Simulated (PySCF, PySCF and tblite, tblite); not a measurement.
# C₅H₈BNS: a path driven as rotation about a bond, and NMR exchange, part 1 of 2

How fast is rotation about a bond in C₅H₈BNS (`Bn1ccc(SC)c1`), and when do the exchanging lines merge?

Computed with tblite 0.8.0 (tight binding) and PySCF 2.14.0 (DFT, with response routines of our own); each step states its level. Atoms count from 0 throughout.

## 1. The molecule as given

16 atoms, charge 0, multiplicity 1; geometry from: force field or distance geometry start.

Bonds of the start (Å): B0–H8 1.18, B0–H9 1.19, B0–N1 1.52, C2–C3 1.37, C2–H10 1.09, C3–C4 1.40, C3–H11 1.07, C4–C7 1.37, C4–S5 1.78, C6–H12 1.12, C6–H13 1.11, C6–H14 1.10, C7–H15 1.09, N1–C2 1.34, N1–C7 1.36, S5–C6 1.82.

## 2. GFN2-xTB relaxation, start minimum

What the job is given:

```
{"job": {"xc": "GFN2-xTB", "basis": "xTB", "kind": "relax"}, "charge": 0, "multiplicity": 1}
B     -2.871900     0.409700     0.756800
N     -1.486000     0.563200     0.162800
C     -1.168900     0.774600    -1.119100
C      0.191900     0.861700    -1.286700
C      0.725900     0.667700    -0.011900
S      2.462100     0.670100     0.399800
C      2.651100    -1.117600     0.140900
C     -0.316900     0.496600     0.859700
H     -3.823900     0.486600     0.058200
H     -3.028300     0.219700     1.919200
H     -1.911000     0.877200    -1.917700
H      0.731200     1.019100    -2.197300
H      1.976500    -1.674000     0.845800
H      3.705200    -1.411900     0.347500
H      2.400300    -1.373000    -0.903900
H     -0.245000     0.324400     1.934500
```

On the command line:

```console
$ OMP_NUM_THREADS=1 python ens_run.py task.json out
```

This one command runs the whole study; its stages follow in the order run.

The log of the run:

```text
step      E/eV     max force
  0    -603.75935    3.712
  1    -603.97053    0.969
  2    -604.00516    0.559
  3    -604.03728    0.370
  4    -604.05059    0.329
  5    -604.06746    0.312
  6    -604.07513    0.290
  7    -604.08283    0.193
  8    -604.08674    0.137
  9    -604.08906    0.132
 10    -604.09002    0.075
 11    -604.09040    0.047
 12    -604.09059    0.042
 13    -604.09081    0.054
 14    -604.09110    0.061
 15    -604.09144    0.076
 16    -604.09177    0.066
 17    -604.09208    0.047
 18    -604.09234    0.042
 19    -604.09255    0.038
 20    -604.09273    0.039
 21    -604.09291    0.047
 22    -604.09310    0.045
 23    -604.09323    0.026
 24    -604.09330    0.021
 25    -604.09335    0.024
 26    -604.09345    0.037
 27    -604.09361    0.056
 28    -604.09383    0.058
 29    -604.09402    0.034
 30    -604.09412    0.022
 31    -604.09419    0.023
 32    -604.09427    0.028
 33    -604.09433    0.022
 34    -604.09438    0.014
 35    -604.09441    0.016
 36    -604.09444    0.018
 37    -604.09449    0.022
 38    -604.09454    0.023
 39    -604.09460    0.023
 40    -604.09466    0.024
 41    -604.09474    0.025
 42    -604.09483    0.029
 43    -604.09493    0.025
 44    -604.09502    0.028
 45    -604.09511    0.031
 46    -604.09522    0.030
 47    -604.09532    0.025
 48    -604.09541    0.023
 49    -604.09548    0.022
 50    -604.09557    0.026
 51    -604.09569    0.032
 52    -604.09579    0.024
 53    -604.09585    0.018
 54    -604.09589    0.016
 55    -604.09593    0.020
 56    -604.09599    0.027
 57    -604.09606    0.026
 58    -604.09612    0.020
 59    -604.09617    0.021
 60    -604.09622    0.020
 61    -604.09627    0.023
 62    -604.09632    0.025
 63    -604.09638    0.025
 64    -604.09645    0.027
 65    -604.09656    0.033
 66    -604.09673    0.041
 67    -604.09699    0.047
 68    -604.09738    0.056
 69    -604.09804    0.076
 70    -604.09928    0.104
 71    -604.10130    0.143
 72    -604.10278    0.147
 73    -604.09913    0.320
 74    -604.10629    0.177
 75    -604.10625    0.097
 76    -604.10884    0.098
 77    -604.11037    0.140
 78    -604.11250    0.150
 79    -604.11666    0.120
 80    -604.11885    0.123
 81    -604.12099    0.093
 82    -604.12211    0.076
 83    -604.12291    0.133
 84    -604.12330    0.094
 85    -604.12437    0.061
 86    -604.12504    0.074
 87    -604.12589    0.078
 88    -604.12678    0.064
 89    -604.12759    0.073
 90    -604.12808    0.050
 91    -604.12835    0.034
 92    -604.12855    0.029
 93    -604.12866    0.028
 94    -604.12878    0.031
 95    -604.12891    0.031
 96    -604.12905    0.031
 97    -604.12918    0.028
 98    -604.12933    0.030
 99    -604.12951    0.035
100    -604.12970    0.035
101    -604.12993    0.041
102    -604.13026    0.042
103    -604.13071    0.048
104    -604.13124    0.070
105    -604.13186    0.084
106    -604.13259    0.083
107    -604.13359    0.079
108    -604.13491    0.078
109    -604.13617    0.075
110    -604.13712    0.073
111    -604.13787    0.078
112    -604.13758    0.145
113    -604.13849    0.168
114    -604.13943    0.053
115    -604.13988    0.045
116    -604.14069    0.146
117    -604.14134    0.062
118    -604.14195    0.064
119    -604.14466    0.082
120    -604.14597    0.176
121    -604.14721    0.083
122    -604.14825    0.070
123    -604.14928    0.146
124    -604.15022    0.063
125    -604.15116    0.059
126    -604.15280    0.072
127    -604.15347    0.079
128    -604.15410    0.070
129    -604.15461    0.061
130    -604.15510    0.047
131    -604.15550    0.036
132    -604.15592    0.047
133    -604.15632    0.043
134    -604.15659    0.033
135    -604.15675    0.026
136    -604.15687    0.033
137    -604.15700    0.039
138    -604.15714    0.035
139    -604.15726    0.030
140    -604.15741    0.033
141    -604.15763    0.039
142    -604.15795    0.043
143    -604.15831    0.040
144    -604.15862    0.044
145    -604.15886    0.041
146    -604.15912    0.034
147    -604.15935    0.040
148    -604.15964    0.051
149    -604.15983    0.055
150    -604.16009    0.047
151    -604.16032    0.043
152    -604.16057    0.038
153    -604.16081    0.034
154    -604.16096    0.046
155    -604.16109    0.041
156    -604.16122    0.034
157    -604.16134    0.029
158    -604.16140    0.026
159    -604.16146    0.021
160    -604.16152    0.018
161    -604.16157    0.015
162    -604.16161    0.016
163    -604.16165    0.020
164    -604.16170    0.021
165    -604.16176    0.020
166    -604.16183    0.023
167    -604.16187    0.015
168    -604.16192    0.015
169    -604.16195    0.016
170    -604.16197    0.008
171    -604.16197    0.014
172    -604.16198    0.004
173    -604.16198    0.003
```

Wall time 0.88 s (1 thread of Arm Neoverse V2, shared host).

The energy fell by 0.403 eV, and the atoms moved 0.95 Å (root mean square).

## 3. Relaxed scan, rotation

What the job is given:

```
{"job": {"xc": "GFN2-xTB", "basis": "xTB", "coordinate": [["t", [3, 4, 5, 6], 0.5], ["t", [7, 4, 5, 6], 0.5]], "kind": "drive"}, "charge": 0, "multiplicity": 1}
B     -2.982212     1.017624     0.621356
N     -1.674101     0.615504     0.288584
C     -1.207431     0.306268    -0.973438
C      0.101204    -0.040896    -0.915526
C      0.489155     0.052227     0.457497
S      2.059642    -0.270986     1.169591
C      3.021036    -0.766857    -0.291401
C     -0.610615     0.452109     1.155678
H     -3.774060     1.108897    -0.233294
H     -3.235120     1.246326     1.738423
H     -1.859314     0.360741    -1.822878
H      0.721021    -0.328708    -1.740877
H      2.578064    -1.651055    -0.739799
H      4.018672    -0.995180     0.069872
H      3.063327     0.054392    -1.000651
H     -0.716866     0.633560     2.205451
```

The log of the run:

```text
point  coordinate     E/eV
  0    104.200     -604.15998
  1    119.200     -604.15284
  2    134.100     -604.13782
  3    149.100     -604.12072
  4    164.100     -604.10102
  5    179.200     -604.08898
  6    194.400     -604.09000
  7    209.400     -604.10184
  8    224.500     -604.13251
  9    239.500     -604.15997
 10    254.400     -604.18272
 11    269.300     -604.19036
```

It took 2.6 s on 1 thread of Arm Neoverse V2, shared host.

The highest point is number 5, 1.6 kcal/mol above the first.

## 4. Nudged elastic band, leg 1

The job, as its differences from that of step 3:

```diff
@@ -1,2 +1,2 @@
-{"job": {"xc": "GFN2-xTB", "basis": "xTB", "coordinate": [["t", [3, 4, 5, 6], 0.5], ["t", [7, 4, 5, 6], 0.5]], "kind": "drive"}, "charge": 0, "multiplicity": 1}
+{"job": {"xc": "GFN2-xTB", "basis": "xTB", "kind": "neb"}, "charge": 0, "multiplicity": 1}
 B     -2.982212     1.017624     0.621356
```

The log of the run:

```text
image   E - E0 / eV
  0       0.0000
  1       0.0120
  2       0.0409
  3       0.0727
  4       0.0582
  5       0.0132
  6      -0.0302
```

Run time: 1.1 s. Hardware: 1 thread of Arm Neoverse V2, shared host; peak memory 0.2 GiB.

The highest point is number 3, 1.7 kcal/mol above the first.

## 5. Saddle search, leg 1

What the job is given:

```
{"job": {"xc": "GFN2-xTB", "basis": "xTB", "kind": "saddle"}, "charge": 0, "multiplicity": 1}
B     -2.567534     1.340941     0.603569
N     -1.542585     0.475500     0.169592
C     -1.485694    -0.211199    -1.031013
C     -0.370642    -0.978744    -1.072194
C      0.316430    -0.765245     0.162600
S      1.819384    -1.540845     0.678668
C      3.012178    -0.320878     0.034471
C     -0.420351     0.118223     0.887246
H     -3.476306     1.539658    -0.102987
H     -2.474734     1.831400     1.659896
H     -2.265275    -0.094001    -1.757704
H     -0.051298    -1.631504    -1.859815
H      3.027239    -0.356666    -1.051226
H      3.982262    -0.598838     0.433342
H      2.732588     0.668042     0.384058
H     -0.235664     0.524155     1.861495
```

The log of the run:

```text
step      E/eV     max force
  0    -604.08929   0.0246
  1    -604.09165   0.0825
  2    -604.09061   0.0212
  3    -604.09192   0.0327
  4    -604.09257   0.0642
  5    -604.09228   0.0183
  6    -604.09269   0.0163
  7    -604.09302   0.0371
  8    -604.09287   0.0114
  9    -604.09305   0.0146
 10    -604.09321   0.0181
 11    -604.09335   0.0140
 12    -604.09350   0.0281
 13    -604.09357   0.0127
 14    -604.09359   0.0030
lowest wavenumbers (cm-1): -45.9 103.2 130.7 176.6 211.7 300.5
```

It took 3.5 s on 1 thread of Arm Neoverse V2, shared host; peak memory 0.2 GiB.

Point group C1; 1 imaginary mode, 46i cm⁻¹, carried by C6, S5, C3. Steps downhill from it reached both ends.

## 6. Shieldings, start: PBE0/pcSseg-1

What the job is given:

```
{"job": {"kind": "nmr", "xc": "PBE0", "basis": "pcSseg-1", "pop": false}, "charge": 0, "multiplicity": 1}
B     -2.982212     1.017624     0.621356
N     -1.674101     0.615504     0.288584
C     -1.207431     0.306268    -0.973438
C      0.101204    -0.040896    -0.915526
C      0.489155     0.052227     0.457497
S      2.059642    -0.270986     1.169591
C      3.021036    -0.766857    -0.291401
C     -0.610615     0.452109     1.155678
H     -3.774060     1.108897    -0.233294
H     -3.235120     1.246326     1.738423
H     -1.859314     0.360741    -1.822878
H      0.721021    -0.328708    -1.740877
H      2.578064    -1.651055    -0.739799
H      4.018672    -0.995180     0.069872
H      3.063327     0.054392    -1.000651
H     -0.716866     0.633560     2.205451
```

The log of the run:

```text
coarse grid: 14168 points
cycle   1  E = -672.5419200193  dE =  1.292e+00  |g| = 3.031e-01  |ddm| = 3.829e+00
cycle   2  E = -672.5470589413  dE = -5.139e-03  |g| = 2.901e-01  |ddm| = 6.600e-01
cycle   3  E = -672.5662830964  dE = -1.922e-02  |g| = 9.654e-02  |ddm| = 3.316e-01
cycle   4  E = -672.5684811907  dE = -2.198e-03  |g| = 3.221e-02  |ddm| = 1.280e-01
cycle   5  E = -672.5687143725  dE = -2.332e-04  |g| = 1.122e-02  |ddm| = 3.602e-02
cycle   6  E = -672.5687451323  dE = -3.076e-05  |g| = 2.198e-03  |ddm| = 1.281e-02
cycle   7  E = -672.5687459036  dE = -7.713e-07  |g| = 9.725e-04  |ddm| = 2.255e-03
final grid: 132968 points
cycle   8  E = -672.6163081228  dE = -3.717e-05  |g| = 9.255e-03  |ddm| = 4.109e-02
cycle   9  E = -672.6162943060  dE =  1.382e-05  |g| = 1.196e-02  |ddm| = 2.008e-02
cycle  10  E = -672.6163296626  dE = -3.536e-05  |g| = 1.011e-03  |ddm| = 1.208e-02
cycle  11  E = -672.6163298918  dE = -2.292e-07  |g| = 2.804e-04  |ddm| = 9.758e-04
cycle  12  E = -672.6163299070  dE = -1.516e-08  |g| = 8.373e-05  |ddm| = 2.753e-04
cycle  13  E = -672.6163299085  dE = -1.545e-09  |g| = 3.438e-05  |ddm| = 1.190e-04
cycle  14  E = -672.6163299088  dE = -2.960e-10  |g| = 1.159e-05  |ddm| = 4.294e-05
converged SCF energy = -672.6163299088

GIAO shielding tensors (ppm)
atom      isotropic    diamagn.    paramagn.     s11        s22        s33       span
  0 B       55.361     193.385    -138.023      8.524     42.215    115.345    106.821
  1 N       32.783     328.705    -295.922    -91.460     -8.982    198.790    290.250
  2 C       51.583     252.580    -200.997    -34.083     64.956    123.876    157.959
  3 C       68.651     253.217    -184.566    -23.197     71.017    158.132    181.329
  4 C       50.733     263.024    -212.291    -23.390     43.163    132.427    155.816
  5 S      535.130    1055.576    -520.445    399.615    461.254    744.522    344.907
  6 C      167.813     251.368     -83.555    155.233    164.002    184.204     28.970
  7 C       60.540     249.513    -188.973    -18.793     79.835    120.579    139.372
  8 H       26.185      29.562      -3.377     24.612     25.499     28.444      3.832
  9 H       26.150      29.753      -3.603     24.487     25.352     28.611      4.123
 10 H       24.701      31.981      -7.280     21.654     25.147     27.302      5.648
 11 H       25.252      34.123      -8.870     21.779     24.487     29.490      7.711
 12 H       29.158      30.762      -1.604     24.509     26.878     36.087     11.578
 13 H       29.530      27.665       1.866     24.344     26.689     37.559     13.215
 14 H       29.139      30.509      -1.370     24.479     26.842     36.095     11.616
 15 H       24.833      32.824      -7.990     21.041     24.789     28.670      7.629
```

Run time: 20 s. Hardware: 1 thread of Arm Neoverse V2, shared host; peak memory 0.84 GiB.

This run: HOMO -5.82 eV, LUMO -1.32 eV; dipole 1.75 D.

## 7. Shieldings, saddle of leg 1: PBE0/pcSseg-1

What the job is given:

```
{"job": {"kind": "nmr", "xc": "PBE0", "basis": "pcSseg-1", "pop": false}, "charge": 0, "multiplicity": 1}
B     -2.512635     1.371457     0.572833
N     -1.523298     0.454072     0.163778
C     -1.496341    -0.254522    -1.025112
C     -0.395867    -1.042129    -1.069126
C      0.311846    -0.819843     0.152083
S      1.834673    -1.580977     0.628290
C      2.972519    -0.268542     0.073351
C     -0.399931     0.085648     0.874337
H     -3.412955     1.581017    -0.141198
H     -2.398091     1.897323     1.609384
H     -2.280541    -0.129044    -1.745302
H     -0.095502    -1.709474    -1.851899
H      2.858456    -0.120189    -0.996528
H      3.976239    -0.612250     0.299926
H      2.757249     0.648952     0.613110
H     -0.195821     0.498501     1.842073
```

The log of the run:

```text
coarse grid: 14168 points
cycle   1  E = -672.5408483404  dE =  1.272e+00  |g| = 3.120e-01  |ddm| = 3.803e+00
cycle   2  E = -672.5392893696  dE =  1.559e-03  |g| = 3.374e-01  |ddm| = 7.236e-01
cycle   3  E = -672.5661430361  dE = -2.685e-02  |g| = 1.116e-01  |ddm| = 4.244e-01
cycle   4  E = -672.5691398436  dE = -2.997e-03  |g| = 3.260e-02  |ddm| = 1.384e-01
cycle   5  E = -672.5693744940  dE = -2.347e-04  |g| = 9.916e-03  |ddm| = 3.411e-02
cycle   6  E = -672.5693991085  dE = -2.461e-05  |g| = 1.959e-03  |ddm| = 1.172e-02
cycle   7  E = -672.5693998142  dE = -7.057e-07  |g| = 5.382e-04  |ddm| = 2.169e-03
final grid: 132968 points
cycle   8  E = -672.6170998203  dE = -3.459e-05  |g| = 8.958e-03  |ddm| = 3.460e-02
cycle   9  E = -672.6170879427  dE =  1.188e-05  |g| = 1.143e-02  |ddm| = 1.944e-02
cycle  10  E = -672.6171200256  dE = -3.208e-05  |g| = 1.015e-03  |ddm| = 1.152e-02
cycle  11  E = -672.6171202467  dE = -2.210e-07  |g| = 2.892e-04  |ddm| = 8.592e-04
cycle  12  E = -672.6171202620  dE = -1.535e-08  |g| = 9.587e-05  |ddm| = 2.753e-04
cycle  13  E = -672.6171202641  dE = -2.058e-09  |g| = 4.137e-05  |ddm| = 1.375e-04
cycle  14  E = -672.6171202645  dE = -4.425e-10  |g| = 1.029e-05  |ddm| = 5.165e-05
converged SCF energy = -672.6171202645

GIAO shielding tensors (ppm)
atom      isotropic    diamagn.    paramagn.     s11        s22        s33       span
  0 B       53.845     194.184    -140.339      4.792     41.409    115.335    110.543
  1 N       31.475     328.363    -296.888    -94.211    -10.518    199.156    293.368
  2 C       52.036     251.945    -199.909    -32.800     65.832    123.077    155.877
  3 C       57.848     251.728    -193.881    -28.003     60.553    140.993    168.996
  4 C       51.060     261.884    -210.824    -26.592     42.548    137.224    163.815
  5 S      570.083    1055.619    -485.536    422.640    506.958    780.649    358.009
  6 C      157.447     249.616     -92.169    133.778    153.592    184.971     51.193
  7 C       46.381     252.298    -205.918    -40.119     64.325    114.936    155.055
  8 H       26.090      29.770      -3.680     24.610     25.479     28.180      3.570
  9 H       26.064      30.320      -4.255     24.263     25.364     28.566      4.304
 10 H       24.691      31.129      -6.437     21.678     25.226     27.171      5.493
 11 H       24.894      32.207      -7.313     22.567     24.517     27.597      5.030
 12 H       29.186      30.122      -0.936     24.164     28.008     35.386     11.223
 13 H       29.758      28.170       1.588     25.219     25.961     38.093     12.875
 14 H       29.447      30.511      -1.065     24.239     28.405     35.696     11.456
 15 H       24.483      33.502      -9.019     21.287     23.765     28.398      7.110
```

Run time: 26 s. Hardware: 1 thread of Arm Neoverse V2, shared host; peak memory 0.86 GiB.

This run: HOMO -6.50 eV, LUMO -1.51 eV; dipole 1.71 D.

The fields below are evaluated on a grid from the run's orbitals.

Frontier orbitals at PBE0/pcSseg-1, with the share of their density that lies nearest to each atom:

```tsv
orbital	energy (eV)	lies on
HOMO	-6.50	S5 68 %; C4, C7 about 6 % each
LUMO	-1.51	B0 40 %; H8, H9 about 11 % each; C2, C7 about 8 % each
```

ELF in a plane through or near 7 of the atoms.

Ten even steps from '0' (0.00) to '9' (1.00):
```
0000000000000000000000000000
0000000000000000000000000000
0000000000000000000000000000
0000000000000000001320000000
0000000000000000019998100000
0000000132000131019999300000
0000010588100462019998200000
0002896699201563115454210000
0007999577102665563918861000
0007999125016756638379994000
0001675564036512774169992000
0000000220025756243004620000
0000000000014568338600000000
0000000000016766599970000000
0000000000069971179960000000
0000000000079970017610000000
0000000000026620000000000000
0000000000000000000000000000
0000000000000000000000000000
0000000000000000000000000000
```
The map spans 13.2 Å across and 10.2 Å up, centred on the molecule. Atoms in the plane (x, y in Å): B0 (2.8, 0.8), N1 (1.6, 0.1), C2 (1.4, -1.2), C6 (-2.9, 0.4), H9 (2.8, 2.0), H10 (2.2, -1.9), H13 (-4.0, 0.5).

On the surface of density 0.002 e/bohr³ the electrostatic potential runs, from the 1st to the 99th percentile, from -1.04 V near S5 to 1.12 V near B0.

## 8. Shieldings, end: PBE0/pcSseg-1

What the job is given:

```
{"job": {"kind": "nmr", "xc": "PBE0", "basis": "pcSseg-1", "pop": false}, "charge": 0, "multiplicity": 1}
B     -2.298032     1.566559     0.534142
N     -1.440048     0.587166     0.001042
C     -1.789988    -0.425287    -0.872657
C     -0.704247    -1.176060    -1.169362
C      0.396431    -0.613747    -0.447166
S      2.020442    -1.260961    -0.522737
C      2.908930    -0.105294     0.558717
C     -0.084310     0.451583     0.250121
H     -3.425593     1.551132     0.228255
H     -1.857575     2.364775     1.265737
H     -2.802202    -0.521151    -1.212269
H     -0.649981    -2.029025    -1.815202
H      2.836086     0.900144     0.154963
H      3.944415    -0.430258     0.566610
H      2.495094    -0.152603     1.561547
H      0.411130     1.135961     0.907992
```

The log of the run:

```text
coarse grid: 14168 points
cycle   1  E = -672.5434297500  dE =  1.294e+00  |g| = 3.040e-01  |ddm| = 3.824e+00
cycle   2  E = -672.5469458469  dE = -3.516e-03  |g| = 2.999e-01  |ddm| = 6.673e-01
cycle   3  E = -672.5679673080  dE = -2.102e-02  |g| = 9.723e-02  |ddm| = 3.491e-01
cycle   4  E = -672.5701578268  dE = -2.191e-03  |g| = 3.499e-02  |ddm| = 1.163e-01
cycle   5  E = -672.5704424302  dE = -2.846e-04  |g| = 1.051e-02  |ddm| = 3.929e-02
cycle   6  E = -672.5704695702  dE = -2.714e-05  |g| = 2.408e-03  |ddm| = 1.272e-02
cycle   7  E = -672.5704705531  dE = -9.829e-07  |g| = 1.099e-03  |ddm| = 2.844e-03
final grid: 132968 points
cycle   8  E = -672.6185146834  dE = -3.870e-05  |g| = 9.167e-03  |ddm| = 3.772e-02
cycle   9  E = -672.6185015187  dE =  1.316e-05  |g| = 1.182e-02  |ddm| = 1.888e-02
cycle  10  E = -672.6185356885  dE = -3.417e-05  |g| = 1.280e-03  |ddm| = 1.141e-02
cycle  11  E = -672.6185360351  dE = -3.466e-07  |g| = 4.315e-04  |ddm| = 1.367e-03
cycle  12  E = -672.6185360769  dE = -4.184e-08  |g| = 1.168e-04  |ddm| = 4.622e-04
cycle  13  E = -672.6185360801  dE = -3.183e-09  |g| = 4.803e-05  |ddm| = 1.575e-04
cycle  14  E = -672.6185360807  dE = -6.096e-10  |g| = 8.657e-06  |ddm| = 5.968e-05
converged SCF energy = -672.6185360807

GIAO shielding tensors (ppm)
atom      isotropic    diamagn.    paramagn.     s11        s22        s33       span
  0 B       56.537     194.578    -138.041     10.923     43.241    115.448    104.525
  1 N       33.620     327.878    -294.258    -94.623     -4.897    200.380    295.003
  2 C       50.754     250.816    -200.062    -33.742     63.846    122.158    155.900
  3 C       64.579     250.993    -186.414    -21.029     65.146    149.620    170.649
  4 C       48.472     263.000    -214.528    -22.687     34.545    133.556    156.243
  5 S      529.975    1055.683    -525.708    380.991    471.046    737.887    356.896
  6 C      167.477     251.727     -84.250    156.335    160.876    185.219     28.884
  7 C       62.836     252.679    -189.843    -10.362     73.722    125.149    135.511
  8 H       26.257      29.808      -3.551     24.939     25.501     28.329      3.390
  9 H       26.194      30.865      -4.671     24.416     25.327     28.839      4.423
 10 H       24.672      30.388      -5.716     21.692     25.432     26.891      5.199
 11 H       25.139      31.482      -6.343     22.270     25.141     28.006      5.736
 12 H       29.280      30.980      -1.700     24.847     26.817     36.177     11.330
 13 H       29.454      27.833       1.621     24.215     26.636     37.512     13.296
 14 H       29.256      31.120      -1.864     24.792     26.791     36.185     11.392
 15 H       25.272      35.408     -10.136     20.902     24.933     29.982      9.081
```

Run time: 20 s. Hardware: 1 thread of Arm Neoverse V2, shared host; peak memory 0.86 GiB.

In short: HOMO -5.96 eV, LUMO -1.27 eV; dipole 1.03 D.

(Continued in part 2 of 2.)
